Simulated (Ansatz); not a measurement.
# O2Y: the cost of one run

Program: Ansatz 0.2.0. Level of theory: DFT PBE0, Gaussian basis def2-TZVPP, and further levels as typed in the inputs. These are calculated values, not measurements.

**1. The structure to begin with**

Bond lengths: Y1–O2 1.980 Å, Y1–O3 1.980 Å, O2–O3 1.500 Å. Angles: Y1–O2–O3 67.7°, O2–Y1–O3 44.5°, Y1–O3–O2 67.7°.

As a file:

```xyz
3

Y     0.0000    0.0000    0.0000
O     0.7500    0.0000    1.8325
O    -0.7500    0.0100    1.8325
```

**2. Relaxing the atoms: O2Y, charge +1**

input.yaml

```yaml
relax:
  f_tol: 0.001
  max_steps: 200
crystal:
  periodic: [false, false, false]
  atoms:
    - { symbol: "Y", position_ang: [0.0, 0.0, 0.0] }
    - { symbol: O, position_ang: [0.75, 0.0, 1.832457] }
    - { symbol: O, position_ang: [-0.75, 0.01, 1.832457] }
total_charge: 1
basis:
  gaussian: { orbitals: def2-TZVPP }
hamiltonian:
  xc: pbe0
```

Command:

```bash
ansatz run input.yaml --threads 8 --pin off --max-ram 12288MiB --backend cpu --events-out ev --progress --plain --runs-dir out
```

Q: Estimate wall time and peak memory on 8 threads of Arm Neoverse N1, shared host.

About 5.5 s, with a peak of 0.19 GiB.
